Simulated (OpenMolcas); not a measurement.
**Au³⁺ among point charges: CASSCF and CASPT2 levels and susceptibility**

Aim: the splitting of the states of Au³⁺ in the field of 3 point charges, its lowest levels with spin-orbit coupling and its magnetic susceptibility.

Method: state-averaged CASSCF and CASPT2, spin-orbit coupling by RASSI with atomic mean-field integrals. Code: OpenMolcas 26.06.

## (1) Starting point

```
Species                           : Au³⁺ (gold, Z = 79, 76 electrons)
Basis                             : ANO-RCC-VTZP [8s7p5d3f1g], 84 functions
Scalar Hamiltonian                : DKH2, point nucleus
Inactive shells                   : 1s 2s 2p 3s 3p 3d 4s 4p 4d 4f 5s 5p
Active space                      : 8 electrons in 5 orbitals (5d)
Some configurations of this space : 5d⁸
Orbitals                          : optimised for each spin and parity, averaged over all roots
```

Outer shells as boxes (Hund's rule):

5d8
```
5d [↑↓][↑↓][↑↓][↑ ][↑ ]
```

The ion sits among 3 point charges of -2 e arranged as a planar triangle (D3h), 1.91 Å from the ion.

The work runs as a chain of OpenMolcas steps in one folder; each step below is one input file. Labels, J, g values, rates, χT and fits are worked out afterwards by a script from the matrices that RASSI stores.

## (2) GATEWAY and SEWARD: basis and integrals

a.inp

```
&GATEWAY
Coord
1

Au 0.0 0.0 0.0
Basis=ANO-RCC-VTZP
Group=NoSym
NoMove
AngMom=0.0 0.0 0.0
AMFI
XField
3 Angstrom 0
1.910000 0.000000 0.000000 -2.000000
-0.955000 1.654109 0.000000 -2.000000
-0.955000 -1.654109 0.000000 -2.000000
&SEWARD
```

On the command line:

```sh
$ OMP_NUM_THREADS=1 MOLCAS_MEM=1689 MOLCAS_PROJECT=a pymolcas a.inp > a.log
```

Standard output:

```text
Basis set label: AU.ANO-RCC...8S7P5D3F1G.

      Electronic valence basis set:
      ------------------
      Associated Effective Charge  79.000000 au
      Associated Actual Charge     79.000000 au
      Nuclear Model: Point charge

      Shell  nPrim  nBasis  Cartesian Spherical Contaminant
         s      24       8        X
         p      21       7        X
         d      15       5                 X
         f      11       3                 X
         g       4       1                 X
                  Relativistic Douglas-Kroll-Hess integrals:
                    - DKH order of Hamiltonian: 2
                    - DKH order of Properties : 0
                  Atomic mean-field integrals
```

## (3) CASSCF: triplets, 10 roots

a.inp

```
&RASSCF
FileOrb=start.orb
Symmetry=1
Spin=3
nActEl=8 0 0
Inactive=34
Ras2=5
CIRoot=10 10 1
SDav=10
CIMx=300
Iter=120 100
PrWF=0.3
OrbListing=Nothing
MaxOrb=0
>>> COPY $Project.JobIph JOB001
```

On the command line:

```sh
$ OMP_NUM_THREADS=1 MOLCAS_MEM=1689 MOLCAS_PROJECT=a pymolcas a.inp > a.log
```

start.orb holds the contracted functions of the basis, ordered by shell, or the orbitals of the step before.

Standard output, cut to the lines that bear on the results:

```text
[...]
      Number of active orbitals                  5
[...]
      Spin quantum number                      1.0
[...]
      Active orbitals                            5
[...]
      Number of CSFs                            10
      Number of root(s) required                10
[...]
      Convergence after 11 iterations
[...]
      Natural orbitals and occupation numbers for root  1
      sym 1:   1.086318   1.913682   2.000000   1.913682   1.086318
      Natural orbitals and occupation numbers for root  2
      sym 1:   1.500000   1.500000   2.000000   1.500000   1.500000
      Natural orbitals and occupation numbers for root  3
      sym 1:   1.500000   1.500000   2.000000   1.500000   1.500000
::    RASSCF root number  1 Total energy: -18996.59071273
::    RASSCF root number  2 Total energy: -18996.57777312
::    RASSCF root number  3 Total energy: -18996.57757570
[...]
::    RASSCF root number  7 Total energy: -18996.56019417
::    RASSCF root number  8 Total energy: -18996.49876126
::    RASSCF root number  9 Total energy: -18996.45670388
::    RASSCF root number 10 Total energy: -18996.45670387
```

## (4) CASSCF: singlets, 15 roots

a.inp

```
&RASSCF
FileOrb=start.orb
Symmetry=1
Spin=1
nActEl=8 0 0
Inactive=34
Ras2=5
CIRoot=15 15 1
SDav=15
CIMx=300
Iter=120 100
PrWF=0.3
OrbListing=Nothing
MaxOrb=0
>>> COPY $Project.JobIph JOB002
```

Standard output, cut to the lines that bear on the results:

```text
[...]
      Number of active orbitals                  5
[...]
      Spin quantum number                      0.0
[...]
      Active orbitals                            5
[...]
      Number of CSFs                            15
      Number of root(s) required                15
[...]
      Convergence after  7 iterations
[...]
      Natural orbitals and occupation numbers for root  1
      sym 1:   0.999991   1.999995   1.999995   2.000000   1.000019
      Natural orbitals and occupation numbers for root  2
      sym 1:   1.000064   1.999995   1.999995   2.000000   0.999946
      Natural orbitals and occupation numbers for root  3
      sym 1:   1.136663   1.887006   1.887006   1.952655   1.136669
::    RASSCF root number  1 Total energy: -18996.54740200
::    RASSCF root number  2 Total energy: -18996.54740200
::    RASSCF root number  3 Total energy: -18996.54059178
[...]
::    RASSCF root number 12 Total energy: -18996.41823213
::    RASSCF root number 13 Total energy: -18996.41823212
::    RASSCF root number 14 Total energy: -18996.41434084
::    RASSCF root number 15 Total energy: -18996.32214220
```

## (5) State interaction with spin-orbit coupling

a.inp

```
&RASSI
NrOfJobIphs=2 10 15
1 2 3 4 5 6 7 8 9 10
1 2 3 4 5 6 7 8 9 10 11 12 13 14 15
IphNames
JOB001
JOB002
EJob
SpinOrbit
DIPRint=1.0
SOCoupling=1000.0
Subsets=2
Property=9
'ANGMOM' 1 'ANGMOM' 2 'ANGMOM' 3 'MLTPL  1' 1 'MLTPL  1' 2 'MLTPL  1' 3
'AMFI' 1 'AMFI' 2 'AMFI' 3
SOProperty=3
'ANGMOM' 1 'ANGMOM' 2 'ANGMOM' 3
```

Standard output:

```text
SPIN-FREE ENERGIES:
  (Shifted by EMIN (a.u.) =     -18996.5907127349)

 SF State       Relative EMIN(au)   Rel lowest level(eV)    D:o, cm**(-1)      L_eff

     1             0.0000000000        0.0000000000              0.0000         2.1
     2             0.0129396114        0.3521047644           2839.9164         3.0
     3             0.0131370303        0.3574768061           2883.2449         3.0
     4             0.0292800174        0.7967498633           6426.2210         2.8
     5             0.0292800196        0.7967499224           6426.2215         2.8
     6             0.0305185538        0.8304521556           6698.0483         3.0
     7             0.0305185658        0.8304524810           6698.0510         3.0
    11             0.0433107357        1.1785451570           9505.6077         4.0
    12             0.0433107357        1.1785451570           9505.6077         4.0
    13             0.0501209527        1.3638606024          11000.2776         2.1
    14             0.0738136578        2.0085719527          16200.2253         2.3
    15             0.0738136603        2.0085720195          16200.2259         2.3
    16             0.0804343654        2.1887305848          17653.3027         2.4
    17             0.0804343769        2.1887308974          17653.3052         2.4
     8             0.0919514759        2.5021271274          20181.0163         2.2
    18             0.0994034178        2.7049047948          21816.5285         4.0
    19             0.0999067402        2.7186008963          21926.9950         4.0
     9             0.1340088580        3.6465667942          29411.5447         1.4
    10             0.1340088620        3.6465669053          29411.5456         1.4
    20             0.1491856076        4.0595471905          32742.4562         3.7
    21             0.1491856088        4.0595472241          32742.4565         3.7
    22             0.1724806072        4.6934364220          37855.1177         3.7
    23             0.1724806108        4.6934365197          37855.1185         3.7
    24             0.1763718949        4.7993237550          38709.1566         3.8
    25             0.2685705321        7.3081764829          58944.4185         0.5
     Dipole printing threshold changed to   1.00000000E+00

++ Dipole transition strengths (spin-free states):
   -----------------------------------------------
     for osc. strength at least  1.00000000E+00

  ( Max oscillator strength is only    3.2010409450635825E-005 )
--
Eigenvalues of complex Hamiltonian:
   -----------------------------------
  (Shifted by EMIN (a.u.) =     -18996.5907127349)

 SO State       Relative EMIN(au)   Rel lowest level(eV)    D:o, cm**(-1)     J-value

     1            -0.0356207175        0.0000000000              0.0000         2.9
     2            -0.0343862459        0.0335916857            270.9352         1.5
     3            -0.0343862459        0.0335916857            270.9352         1.5
     4            -0.0240834388        0.3139453481           2532.1400         3.2
     5            -0.0240834374        0.3139453858           2532.1403         3.2
     6            -0.0182390309        0.4729797898           3814.8393         2.8
     7            -0.0181878971        0.4743712105           3826.0618         2.8
     8            -0.0126275648        0.6256755602           5046.4137         3.3
     9            -0.0126275580        0.6256757448           5046.4152         3.3
    10             0.0136630097        1.3410785381          10816.5279         2.9
    11             0.0234221133        1.6066372760          12958.4035         2.7
    12             0.0234221151        1.6066373246          12958.4039         2.7
    13             0.0257977262        1.6712809959          13479.7903         1.8
    14             0.0257977336        1.6712811963          13479.7919         1.8
    15             0.0299685963        1.7847761513          14395.1905         1.3
    16             0.0300904561        1.7880921255          14421.9356         1.3
    17             0.0355446837        1.9365092194          15619.0002         1.9
    18             0.0355446843        1.9365092383          15619.0003         1.9
    19             0.0429730486        2.1386453266          17249.3378         2.8
    20             0.0462871999        2.2288279771          17976.7100         1.8
    21             0.0462872040        2.2288280910          17976.7109         1.8
    22             0.0518787824        2.3809826904          19203.9205         1.6
    23             0.0518787826        2.3809826942          19203.9205         1.6
    24             0.0767725310        3.0583760978          24667.4668         2.4
    25             0.0767725320        3.0583761245          24667.4670         2.4
    26             0.0872446494        3.3433369565          26965.8311         2.2
    27             0.0889823326        3.3906217252          27347.2085         1.4
    28             0.0889823343        3.3906217712          27347.2089         1.4
    29             0.0997913285        3.6847494875          29719.5089         1.9
    30             0.1048200591        3.8215882172          30823.1877         2.8
    31             0.1052989562        3.8346196719          30928.2934         2.8
    32             0.1237113228        4.3356456909          34969.3408         2.4
    33             0.1237113227        4.3356456891          34969.3408         2.4
    34             0.1324261209        4.5727874292          36882.0179         2.7
    35             0.1324261263        4.5727875754          36882.0191         2.7
    36             0.1356433271        4.6603320686          37588.1131         1.3
    37             0.1414184761        4.8174818792          38855.6118         1.4
    38             0.1414184788        4.8174819516          38855.6123         1.4
    39             0.1466522198        4.9598992995          40004.2857         1.4
    40             0.1681200408        5.5440684698          44715.9278         2.2
    41             0.1681200414        5.5440684847          44715.9280         2.2
Weights of the five most important spin-orbit-free states for each spin-orbit state.

 SO State  Total energy (au)           Spin-free states, spin, and weights
 -------------------------------------------------------------------------------------------------------
    1        -0.035621       1 1.0  0.7375   13 0.0  0.1872    4 1.0  0.0365    5 1.0  0.0365    8 1.0  0.0008
    2        -0.034386       2 1.0  0.4518    3 1.0  0.4489   12 0.0  0.0499   11 0.0  0.0494   16 0.0  0.0000
    3        -0.034386       2 1.0  0.4518    3 1.0  0.4489   11 0.0  0.0499   12 0.0  0.0494   17 0.0  0.0000
    4        -0.024083       1 1.0  0.5446    4 1.0  0.3572   15 0.0  0.0772    6 1.0  0.0078    7 1.0  0.0078
    5        -0.024083       1 1.0  0.5446    5 1.0  0.3572   14 0.0  0.0772    6 1.0  0.0078    7 1.0  0.0078
    6        -0.018239       2 1.0  0.3704    6 1.0  0.2933    7 1.0  0.2933   19 0.0  0.0431    4 1.0  0.0000
    7        -0.018188       3 1.0  0.3684    6 1.0  0.2941    7 1.0  0.2941   18 0.0  0.0435    5 1.0  0.0000
    8        -0.012628       6 1.0  0.4123    4 1.0  0.2548    5 1.0  0.2548   17 0.0  0.0438   21 0.0  0.0115
    9        -0.012628       7 1.0  0.4123    5 1.0  0.2548    4 1.0  0.2548   16 0.0  0.0438   20 0.0  0.0115
   10         0.013663       4 1.0  0.2946    5 1.0  0.2946   13 0.0  0.2523    8 1.0  0.1263   24 0.0  0.0222
   11         0.023422       5 1.0  0.3008    1 1.0  0.2728    7 1.0  0.1684    6 1.0  0.1684    8 1.0  0.0541
   12         0.023422       4 1.0  0.3008    1 1.0  0.2728    7 1.0  0.1684    6 1.0  0.1684    8 1.0  0.0541
```

These steps took 9.5 s in all on 1 thread of Arm Neoverse V1, shared host.

Spin-free states, with their symmetry labels:

| state | degeneracy | E (cm-1) | free-ion L (%) |
| --- | --- | --- | --- |
| 3A2 | 1 | 0 | P (52) |
| 3A1 | 1 | 2840 | F (100) |
| 3A2 | 1 | 2883 | F (100) |
| 3E | 2 | 6426 | F (86) |
| 3E | 2 | 6698 | F (100) |
| 1E | 2 | 9506 | G (100) |
| 1A1 | 1 | 11000 | D (83) |
| 1E | 2 | 16200 | D (87) |
| 1E | 2 | 17653 | D (84) |
| 3A2 | 1 | 20181 | F (52) |
| 1A1 | 1 | 21817 | G (100) |
| 1A2 | 1 | 21927 | G (100) |
| 3E | 2 | 29412 | P (86) |
| 1E | 2 | 32742 | G (84) |
| 1E | 2 | 37855 | G (87) |
| 1A1 | 1 | 38709 | G (91) |
| 1A1 | 1 | 58944 | S (88) |

With spin-orbit coupling:

```csv
E (cm-1),Degeneracy,Label,2S+1,g
0.0,1,A1,3,
270.9,2,E,3,0.00 0.00 9.77
2532,2,E,3,0.00 0.00 3.05
3815,1,A2,3,
3826,1,A1,3,
5046,2,E,3,0.00 0.00 4.95
10817,1,A1,3,
12958,2,E,3,0.00 0.00 1.96
13480,2,E,3,0.00 0.00 3.01
14395,1,A2,3,
14422,1,A1,3,
15619,2,E,3,0.00 0.00 2.09
17249,1,A2,3,
17977,2,E,3,0.00 0.00 4.78
19204,2,E,1,0.00 0.00 8.14
24667,2,E,3,0.00 0.00 2.40
26966,1,A1,3,
27347,2,E,3,0.00 0.00 4.08
29720,1,A1,3,
30823,1,A1,1,
30928,1,A2,1,
34969,2,E,1,0.00 0.00 2.14
36882,2,E,1,0.00 0.00 4.58
37588,1,A1,3,
```

Labels of spin-orbit levels are those of the rotation subgroup (D3 for D3h). Principal g values are given for doublets only; a zero marks a field direction without first-order Zeeman splitting.

Powder χT (cm³ K/mol): 0.00 at 2 K, 0.01 at 5 K, 0.01 at 10 K, 0.02 at 20 K, 0.06 at 50 K, 0.24 at 100 K, 0.56 at 150 K, 0.87 at 200 K, 1.13 at 250 K, 1.33 at 300 K.

## (6) CASPT2: IPEA 0.25, imaginary shift 0.1 (closed shells correlated: 4f 5s 5p)

a.inp

```
>>> COPY JOB001 $Project.JobIph
&CASPT2
Multistate=10 1 2 3 4 5 6 7 8 9 10
NoMult
Frozen=23
IPEA=0.25
Imaginary=0.1
MaxIter=60
WThr=0.0 0.3 0.05
PrWF=0.5
NoMix
>>> COPY JOB002 $Project.JobIph
&CASPT2
Multistate=15 1 2 3 4 5 6 7 8 9 10 11 12 13 14 15
NoMult
Frozen=23
IPEA=0.25
Imaginary=0.1
MaxIter=60
WThr=0.0 0.3 0.05
PrWF=0.5
NoMix
```

On the command line:

```sh
$ OMP_NUM_THREADS=1 MOLCAS_MEM=1689 MOLCAS_PROJECT=a pymolcas a.inp > a.log
```

Standard output, cut to the lines that bear on the results:

```text
[...]
      Active orbitals                            5
[...]
      E2 (Variational):          -0.5647266225
      Total energy:          -18997.1554393574
[...]
::    CASPT2 Root  1     Total energy: -18997.15543936
::    CASPT2 Root  2     Total energy: -18997.13604585
[...]
::    CASPT2 Root 12     Total energy: -18996.98762438
::    CASPT2 Root 13     Total energy: -18996.98762459
::    CASPT2 Root 14     Total energy: -18996.98539465
::    CASPT2 Root 15     Total energy: -18996.90852654
```

This run: 17 s of run time, 1 thread of Arm Neoverse V1, shared host.

SS-CASPT2: lowest energy less the reference's lowest, -0.5647 hartree; reference weights 0.917 to 0.925.

Spin-free states, with their symmetry labels:

| state | degeneracy | E (cm-1) | free-ion L (%) |
| --- | --- | --- | --- |
| 3A2 | 1 | 0 | P (52) |
| 3A1 | 1 | 4256 | F (100) |
| 3A2 | 1 | 4268 | F (100) |
| 3E | 2 | 7139 | F (86) |
| 1E | 2 | 8349 | G (100) |
| 3E | 2 | 9057 | F (100) |
| 1A1 | 1 | 9624 | D (83) |
| 1E | 2 | 14730 | D (87) |
| 1E | 2 | 17552 | D (84) |
| 1A1 | 1 | 19919 | G (100) |
| 1A2 | 1 | 19994 | G (100) |
| 3A2 | 1 | 20282 | F (52) |
| 3E | 2 | 28377 | P (86) |
| 1E | 2 | 31232 | G (84) |
| 1E | 2 | 36831 | G (87) |
| 1A1 | 1 | 37321 | G (91) |
| 1A1 | 1 | 54191 | S (88) |

With spin-orbit coupling:

```csv
E (cm-1),Degeneracy,Label,2S+1,g
0,1,A1,3,
1620,2,E,3,0.00 0.00 9.71
2910,2,E,3,0.00 0.00 3.10
5830,1,A2,3,
5830,1,A1,3,
6570,2,E,3,0.00 0.00 5.07
11080,1,A1,3,
14080,2,E,3,0.00 0.00 2.28
14600,2,E,3,0.00 0.00 3.01
15650,2,E,3,0.00 0.00 2.03
16410,1,A2,3,
16420,1,A1,3,
18200,1,A2,3,
18570,2,E,1,0.00 0.00 8.18
19370,2,E,3,0.00 0.00 4.76
25840,2,E,3,0.00 0.00 2.19
26650,1,A1,3,
27860,2,E,3,0.00 0.00 4.12
29370,1,A1,1,
29440,1,A2,1,
29630,1,A1,3,
34630,2,E,3,0.00 0.00 2.04
36390,2,E,1,0.00 0.00 4.41
36590,1,A1,3,
```

Powder χT (cm³ K/mol): 0.00 at 2 K, 0.01 at 5 K, 0.01 at 10 K, 0.02 at 20 K, 0.05 at 50 K, 0.10 at 100 K, 0.15 at 150 K, 0.21 at 200 K, 0.26 at 250 K, 0.31 at 300 K.

## (7) The methods side by side

A. CASSCF
B. SS-CASPT2, IPEA 0.25, imaginary shift 0.1 (closed shells correlated: 4f 5s 5p)

| method | ground state | first state of that spin (cm-1) | first gap with spin-orbit (cm-1) | χT at 300 K |
| --- | --- | --- | --- | --- |
| A | 3A2 | 3A1 2840 | 270.9 | 1.33 |
| B | 3A2 | 3A1 4256 | 1616.9 | 0.31 |

## (8) Outcome

| quantity | value |
| --- | --- |
| method | SS-CASPT2, IPEA 0.25, imaginary shift 0.1 (closed shells correlated: 4f 5s 5p) |
| spin-free ground state | 3A2, 1-fold in its orbital part |
| first state of the same spin within the active space | 3A1 at 4260 cm⁻¹ |
| lowest level | 1-fold A1 |
| next level | 1616.9 cm⁻¹ |
| χT at 300 K | 0.31 cm³ K/mol |
| effective moment at 300 K | 1.57 μB |

Cost by method:

| method | time of its own steps | time with the reference |
| --- | --- | --- |
| A. CASSCF | 9.5 s | 9.5 s |
| B. SS-CASPT2, IPEA 0.25, imaginary shift 0.1, +4f 5s 5p | 17 s | 27 s |

Times are of one thread on a shared host.

**Reading.** The spin-free ground state (3A2) comes to 52 % from free-ion P terms and keeps the highest spin of the shell. χT at 300 K is 0.31, against 1.00 cm³ K/mol for the spin alone, so spin-orbit coupling lowers it. CASPT2 does not keep the components of a term degenerate, and the means are used. The field of point charges can differ much from that of real complexes. Point charges carry no covalency, so the field is a model and not that of real ligands.
